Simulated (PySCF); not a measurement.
**C₂H₄N₂OSSi: geometry, spin-spin couplings**

Wanted: the spin-spin couplings of C₂H₄N₂OSSi (`[SiH3]Oc1cnsn1`), by calculation.

Programs: PySCF 2.14.0, with density-fitted response routines of our own. Each step states its level of theory. These are calculated values for one molecule in the gas phase, unless marked as measured. Atoms are numbered from 0 throughout.

### Step 1. The molecule as given

11 atoms, charge 0, multiplicity 1; geometry from: GFN2-xTB. The atoms were then displaced at random by about 0.01 Å, so the start is not that level's minimum.

Bonds of the start (Å): Si0–O1 1.64, O1–C2 1.30, C2–C3 1.46, C3–N4 1.28, N4–S5 1.61, S5–N6 1.61, N6–C2 1.33, Si0–H7 1.43, Si0–H8 1.49, Si0–H9 1.45, C3–H10 1.09.

### Step 2. Geometry optimisation at PBE0-D3(BJ)/def2-SVP

The job: settings as JSON, then the geometry in Å.

```
{"job": {"xc": "PBE0", "basis": "def2-SVP", "d3": "d3bj", "grid": 1, "shake": 0.01, "kind": "geom"}, "charge": 0, "multiplicity": 1}
Si    -1.891130    -0.541610    -0.675620
O     -0.842750     0.373510     0.199320
C      0.446490     0.206360     0.221970
C      1.406250     0.991590     0.995850
N      2.613130     0.605300     0.835940
S      2.668870    -0.633190    -0.188970
N      1.086290    -0.728270    -0.469180
H     -1.830050    -1.907630    -0.267130
H     -3.114420     0.190200    -0.231270
H     -1.612880    -0.385760    -2.091760
H      1.108330     1.803660     1.655180
```

Run with:

```console
$ OMP_NUM_THREADS=1 python probes_run.py task.json out
```

This one command runs all jobs of the session in turn.

What it wrote:

```text
step   0  E = -950.06665848  max force = 0.053962
step   1  E = -950.07735169  max force = 0.012050
step   2  E = -950.07797744  max force = 0.003129
step   3  E = -950.07801427  max force = 0.001948
step   4  E = -950.07805459  max force = 0.000929
step   5  E = -950.07806046  max force = 0.000721
step   6  E = -950.07806331  max force = 0.000227
optimisation converged
```

It took 48 s on 1 thread of Arm Neoverse V1, shared host; peak memory 0.52 GiB.

Relaxation path:

```csv
step,energy from step 0 (eV),largest force component (eV/Å)
0,0.0000,2.7748
1,-0.2910,0.6196
2,-0.3080,0.1609
3,-0.3090,0.1002
4,-0.3101,0.0478
5,-0.3103,0.0371
6,-0.3103,0.0117
```

Close pairs (by a distance rule), those that changed most:

```csv
bond,before (Å),after (Å),change (Å)
Si0–O1,1.644,1.708,+0.064
Si0–H7,1.427,1.487,+0.060
N4–S5,1.609,1.648,+0.039
S5–N6,1.610,1.649,+0.039
Si0–H9,1.452,1.487,+0.036
C3–N4,1.277,1.307,+0.030
O1–C2,1.300,1.327,+0.027
C2–C3,1.462,1.438,-0.024
```

The next job starts from the end point, and lists it.

```csv
at the end point,value
point group (found at 0.08 Å tolerance),Cs
"rotational constants (GHz, main isotopes)","5.503, 1.122, 0.942"
dipole moment (D),1.42
```

### Step 3. J couplings: B3LYP/cc-pVTZ

The job: settings as JSON, then the geometry in Å.

```
{"job": {"kind": "j", "xc": "B3LYP", "basis": "cc-pVTZ"}, "charge": 0, "multiplicity": 1}
Si    -1.198551    -0.586264    -0.793090
O     -0.150462     0.381055     0.147041
C      1.158683     0.162678     0.140579
C      2.095694     0.932025     0.913120
N      3.334023     0.543672     0.756381
S      3.338318    -0.718413    -0.303186
N      1.713411    -0.782806    -0.576956
H     -1.103161    -2.006564    -0.361998
H     -2.540182    -0.026336    -0.486548
H     -0.874839    -0.432539    -2.236686
H      1.834556     1.761534     1.573177
```

Method: B3LYP/cc-pVTZ indirect spin-spin coupling, non-relativistic, gas phase.

What it wrote:

```text
coarse grid: 11112 points
cycle   1  E = -951.1100476779  dE =  1.222e+00  |g| = 7.249e-01  |ddm| = 6.699e+00
cycle   2  E = -950.9284226728  dE =  1.816e-01  |g| = 1.225e+00  |ddm| = 2.096e+00
cycle   3  E = -951.1934343897  dE = -2.650e-01  |g| = 1.696e-01  |ddm| = 1.398e+00
cycle   4  E = -951.1974724185  dE = -4.038e-03  |g| = 1.080e-01  |ddm| = 3.141e-01
cycle   5  E = -951.1997902541  dE = -2.318e-03  |g| = 2.630e-02  |ddm| = 1.422e-01
cycle   6  E = -951.1999197605  dE = -1.295e-04  |g| = 1.273e-02  |ddm| = 4.827e-02
cycle   7  E = -951.1999538037  dE = -3.404e-05  |g| = 3.695e-03  |ddm| = 1.753e-02
cycle   8  E = -951.1999566274  dE = -2.824e-06  |g| = 1.044e-03  |ddm| = 5.668e-03
final grid: 100768 points
cycle   9  E = -951.2032508415  dE = -2.648e-05  |g| = 4.521e-03  |ddm| = 5.288e-02
cycle  10  E = -951.2032420964  dE =  8.745e-06  |g| = 7.489e-03  |ddm| = 1.641e-02
cycle  11  E = -951.2032550802  dE = -1.298e-05  |g| = 7.688e-04  |ddm| = 1.056e-02
cycle  12  E = -951.2032551872  dE = -1.070e-07  |g| = 4.360e-04  |ddm| = 1.455e-03
cycle  13  E = -951.2032552266  dE = -3.948e-08  |g| = 1.404e-04  |ddm| = 6.425e-04
cycle  14  E = -951.2032552304  dE = -3.731e-09  |g| = 4.889e-05  |ddm| = 2.030e-04
cycle  15  E = -951.2032552308  dE = -4.172e-10  |g| = 2.044e-05  |ddm| = 7.840e-05
converged SCF energy = -951.2032552308

Indirect spin-spin couplings (Hz)
  i      j    bonds     total        FC       PSO       DSO        SD
  0 Si   1 O    1    -24.437   -20.773    -4.656     0.055     0.937
  0 Si   2 C    2      2.936     2.797     0.113     0.012     0.014
  0 Si   3 C    3     -2.289    -1.994    -0.216     0.051    -0.131
  0 Si   4 N    4     -0.176    -0.175     0.031    -0.023    -0.009
  0 Si   6 N    3      1.783     1.617     0.101     0.018     0.046
  0 Si   7 H    1   -186.093  -186.940     1.157    -0.241    -0.069
  0 Si   8 H    1   -179.755  -180.543     1.033    -0.219    -0.027
  0 Si   9 H    1   -186.006  -186.854     1.156    -0.241    -0.068
  0 Si  10 H    4      0.197     0.295    -0.230     0.208    -0.076
  1 O    2 C    1     21.923    17.886     4.231    -0.194         -
  1 O    3 C    2    -14.046   -14.677     0.645    -0.015         -
  1 O    4 N    3     -0.504    -0.473     0.107    -0.018    -0.120
  1 O    6 N    2      0.531     0.882    -1.028     0.001     0.676
  1 O    7 H    2     -1.833    -1.954    -0.005     0.127         -
  1 O    8 H    2    -17.146   -17.168    -0.017     0.039         -
  1 O    9 H    2     -1.922    -2.043    -0.005     0.126         -
  1 O   10 H    3      0.927     0.901     0.065    -0.039         -
  2 C    3 C    1     73.367    77.711    -4.726     0.382         -
  2 C    4 N    2      3.811     3.089     0.287    -0.016     0.451
  2 C    5 S    2      1.708     0.532     1.169     0.007         -
  2 C    6 N    1     -8.785   -13.011     5.603    -0.148    -1.230
  2 C    7 H    3     -0.154    -0.064    -0.096     0.006         -
  2 C    8 H    3      4.902     5.107     0.218    -0.422         -
  2 C    9 H    3     -0.192    -0.100    -0.091    -0.000         -
  2 C   10 H    2     12.727    13.288    -0.484    -0.077         -
  3 C    4 N    1     -1.814    -6.910     6.353    -0.103    -1.154
  3 C    5 S    2     -1.605    -1.263    -0.336    -0.007         -
  3 C    6 N    2      1.348     0.644     0.296    -0.004     0.413
  3 C    7 H    4      0.287     0.324     0.156    -0.194         -
  3 C    9 H    4      0.296     0.335     0.157    -0.195         -
  3 C   10 H    1    182.464   181.295     0.118     1.052         -
  4 N    5 S    1     22.704    17.010     5.869    -0.019    -0.157
  4 N    6 N    2      0.668     2.890    -2.552    -0.007     0.337
  4 N   10 H    2    -15.425   -16.371     0.871     0.136    -0.061
  5 S    6 N    1     22.757    18.309     4.499    -0.021    -0.030
  5 S    7 H    5      0.244     0.267     0.009    -0.032         -
  5 S    9 H    5      0.239     0.263     0.009    -0.033         -
  5 S   10 H    3      6.209     6.210     0.168    -0.170         -
  6 N    7 H    4     -0.752    -0.720     0.077    -0.122     0.012
  6 N    8 H    4     -0.557    -0.670    -0.036     0.135     0.014
  6 N    9 H    4     -0.714    -0.683     0.076    -0.119     0.012
  6 N   10 H    3     -0.709    -0.922    -0.056     0.221     0.048
  7 H    8 H    2     12.515    13.809     0.738    -2.032         -
  7 H    9 H    2     12.603    13.894     0.682    -1.973         -
  7 H   10 H    5     -0.209     0.007     0.734    -0.950         -
  8 H    9 H    2     12.555    13.848     0.739    -2.033         -
  8 H   10 H    5     -0.165    -0.016     0.443    -0.592         -
  9 H   10 H    5     -0.211     0.006     0.733    -0.951         -
```

It took 74 s on 1 thread of Arm Neoverse V1, shared host; peak memory 1.1 GiB.

This basis has no tight s functions, so the Fermi-contact terms are rough.

Couplings of 1 Hz or more, nine at most for each number of bonds, with means over like pairs (isotopes 13C, 1H, 15N, 17O, 33S, 29Si):

```csv
pair,bonds,J (Hz),Fermi contact (Hz),dihedral (°)
Si0–H7,1,-184.0,-184.8,–
C3–H10,1,182.5,181.3,–
C2–C3,1,73.4,77.7,–
Si0–O1,1,-24.4,-20.8,–
S5–N6,1,22.8,18.3,–
N4–S5,1,22.7,17.0,–
O1–C2,1,21.9,17.9,–
C2–N6,1,-8.8,-13.0,–
C3–N4,1,-1.8,-6.9,–
N4–H10,2,-15.4,-16.4,–
O1–C3,2,-14.0,-14.7,–
C2–H10,2,12.7,13.3,–
H7–H8,2,12.6,13.9,–
O1–H7,2,-7.0,-7.1,–
C2–N4,2,3.8,3.1,–
Si0–C2,2,2.9,2.8,–
C2–S5,2,1.7,0.5,–
C3–S5,2,-1.6,-1.3,–
S5–H10,3,6.2,6.2,-180
Si0–C3,3,-2.3,-2.0,-180
Si0–N6,3,1.8,1.6,0
C2–H7,3,1.5,1.6,–
```

The spin-dipole term was solved for some atoms only; pairs without it lack that part.

The response was solved for the nuclei of C, H, N, Si alone, so couplings that need other nuclei can be missing.

Quadrupole couplings from the field gradients of the same density:

```csv
atom,isotope,eQq/h (MHz),η
S5,33S,-39.1,0.68
O1,17O,-8.893,0.20
N4,14N,-4.669,0.12
N6,14N,-3.581,0.37
```

### Step 4. Indirect couplings: B3LYP/6-31G*

Settings changed since step 3:

```diff
@@ -1,2 +1,2 @@
-{"job": {"kind": "j", "xc": "B3LYP", "basis": "cc-pVTZ"}, "charge": 0, "multiplicity": 1}
+{"job": {"kind": "j", "xc": "B3LYP", "basis": "6-31G*"}, "charge": 0, "multiplicity": 1}
 Si    -1.198551    -0.586264    -0.793090
```

Level: B3LYP/6-31G* indirect spin-spin coupling, non-relativistic, gas phase.

What it wrote:

```text
coarse grid: 11112 points
cycle   1  E = -951.0178992105  dE =  1.255e+00  |g| = 6.721e-01  |ddm| = 3.743e+00
cycle   2  E = -950.8615198259  dE =  1.564e-01  |g| = 1.118e+00  |ddm| = 1.368e+00
cycle   3  E = -951.0995236247  dE = -2.380e-01  |g| = 1.510e-01  |ddm| = 9.728e-01
cycle   4  E = -951.1031097322  dE = -3.586e-03  |g| = 9.013e-02  |ddm| = 2.035e-01
cycle   5  E = -951.1048029190  dE = -1.693e-03  |g| = 2.285e-02  |ddm| = 8.305e-02
cycle   6  E = -951.1049158987  dE = -1.130e-04  |g| = 9.952e-03  |ddm| = 2.971e-02
cycle   7  E = -951.1049374267  dE = -2.153e-05  |g| = 2.941e-03  |ddm| = 9.687e-03
cycle   8  E = -951.1049394018  dE = -1.975e-06  |g| = 7.501e-04  |ddm| = 3.277e-03
final grid: 100768 points
cycle   9  E = -951.0221017792  dE = -8.799e-06  |g| = 3.571e-03  |ddm| = 1.391e-02
cycle  10  E = -951.0220970484  dE =  4.731e-06  |g| = 5.527e-03  |ddm| = 8.936e-03
cycle  11  E = -951.0221049600  dE = -7.912e-06  |g| = 6.172e-04  |ddm| = 6.119e-03
cycle  12  E = -951.0221050536  dE = -9.359e-08  |g| = 2.552e-04  |ddm| = 8.804e-04
cycle  13  E = -951.0221050676  dE = -1.403e-08  |g| = 9.122e-05  |ddm| = 2.872e-04
cycle  14  E = -951.0221050692  dE = -1.630e-09  |g| = 3.529e-05  |ddm| = 9.094e-05
cycle  15  E = -951.0221050695  dE = -2.403e-10  |g| = 1.426e-05  |ddm| = 3.862e-05
converged SCF energy = -951.0221050695

Indirect spin-spin couplings (Hz)
  i      j    bonds     total        FC       PSO       DSO        SD
  0 Si   1 O    1    -16.305   -13.165    -3.908     0.057     0.711
  0 Si   2 C    2      1.581     1.409     0.160     0.011     0.000
  0 Si   3 C    3     -2.470    -2.233    -0.174     0.052    -0.115
  0 Si   6 N    3      1.623     1.466     0.097     0.017     0.044
  0 Si   7 H    1   -209.713  -210.048     1.112    -0.270    -0.506
  0 Si   8 H    1   -203.282  -203.695     1.133    -0.247    -0.472
  0 Si   9 H    1   -209.672  -210.011     1.114    -0.270    -0.505
  0 Si  10 H    4      0.297     0.299    -0.131     0.207    -0.076
  1 O    2 C    1      3.512     0.177     3.539    -0.204         -
  1 O    3 C    2    -11.780   -12.320     0.556    -0.016         -
  1 O    4 N    3     -0.439    -0.412     0.095    -0.018    -0.105
  1 O    6 N    2      2.182     2.463    -0.888     0.002     0.605
  1 O    7 H    2     -2.473    -2.584    -0.008     0.119         -
  1 O    8 H    2    -15.865   -15.877    -0.025     0.037         -
  1 O    9 H    2     -2.556    -2.666    -0.009     0.118         -
  1 O   10 H    3      1.097     1.063     0.075    -0.042         -
  2 C    3 C    1     83.724    87.356    -4.014     0.382         -
  2 C    4 N    2      2.394     1.741     0.263    -0.018     0.408
  2 C    5 S    2      2.444     1.360     1.078     0.007         -
  2 C    6 N    1    -12.337   -16.091     5.025    -0.151    -1.120
  2 C    7 H    3     -0.124    -0.008    -0.128     0.011         -
  2 C    8 H    3      4.399     4.712     0.103    -0.416         -
  2 C    9 H    3     -0.161    -0.041    -0.125     0.004         -
  2 C   10 H    2     10.983    11.519    -0.470    -0.066         -
  3 C    4 N    1     -8.164   -12.636     5.666    -0.107    -1.087
  3 C    5 S    2     -0.411    -0.101    -0.304    -0.006         -
  3 C    6 N    2      0.984     0.341     0.270    -0.006     0.379
  3 C    7 H    4      0.174     0.247     0.120    -0.192         -
  3 C    8 H    4     -0.202    -0.101     0.116    -0.216         -
  3 C    9 H    4      0.181     0.255     0.120    -0.194         -
  3 C   10 H    1    193.907   193.023    -0.250     1.134         -
  4 N    5 S    1     17.176    12.163     5.188    -0.019    -0.156
  4 N    6 N    2      1.302     3.259    -2.255    -0.006     0.305
  4 N   10 H    2    -12.206   -13.203     0.877     0.130    -0.010
  5 S    6 N    1     17.151    13.210     4.011    -0.022    -0.049
  5 S    7 H    5      0.203     0.264    -0.028    -0.032         -
  5 S    9 H    5      0.199     0.260    -0.028    -0.033         -
  5 S   10 H    3      5.698     5.844     0.021    -0.168         -
  6 N    7 H    4     -0.823    -0.785     0.072    -0.120     0.010
  6 N    8 H    4     -0.288    -0.433    -0.005     0.134     0.015
  6 N    9 H    4     -0.783    -0.747     0.072    -0.117     0.010
  6 N   10 H    3     -0.347    -0.580    -0.016     0.216     0.032
  7 H    8 H    2     12.737    14.555     0.134    -1.953         -
  7 H    9 H    2     12.773    14.567     0.104    -1.897         -
  7 H   10 H    5     -0.425     0.008     0.506    -0.939         -
  8 H    9 H    2     12.791    14.609     0.135    -1.954         -
  8 H   10 H    5     -0.288    -0.008     0.304    -0.583         -
  9 H   10 H    5     -0.428     0.007     0.505    -0.940         -
```

It took 20 s on 1 thread of Arm Neoverse V1, shared host; peak memory 0.75 GiB.

This basis has no tight s functions, so the Fermi-contact terms are rough.

In short: J(Si0,H7) -207.6 Hz, J(C3,H10) 193.9 Hz, J(C2,C3) 83.7 Hz (means over like pairs).

### Step 5. Side by side: spin-spin couplings

Couplings (Hz), each a mean over the pairs like the one named, with basis size and wall time:

```csv
run,Si0–H7,C3–H10,C2–C3,Si0–O1,S5–N6,N4–S5,O1–C2,functions,time
B3LYP/cc-pVTZ,-184.0,182.5,73.4,-24.4,22.8,22.7,21.9,274,74 s
B3LYP/6-31G*,-207.6,193.9,83.7,-16.3,17.2,17.2,3.5,114,20 s
```

### Step 6. What came out

```
                                     quantity                       value
                                  point group                          Cs
         rotational constants (main isotopes)        5.50, 1.12, 0.94 GHz
largest coupling of the table (B3LYP/cc-pVTZ)  1J(Si,H) Si0–H7, -184.0 Hz
     range of J(Si0,H7), mean over like pairs         -207.6 to -184.0 Hz
```

In words: Relaxing lowered the energy by 0.310 eV in 6 steps; the close pair that moved most is Si0–O1, from 1.644 to 1.708 Å. No frequency check was run at this level, so the end point may be a saddle. In the run at B3LYP/cc-pVTZ, the largest coupling of the table is Si0–H7 (mean over like pairs), -184.0 Hz, of which the Fermi-contact term gives -184.8 Hz. Couplings across rotatable bonds belong to this one conformer; where others are populated, the observed values are averages. The coupling Si0–H7, as a mean over pairs of its kind, runs from -207.6 Hz (B3LYP/6-31G*) to -184.0 Hz (B3LYP/cc-pVTZ). Couplings from bases without tight functions are rough.
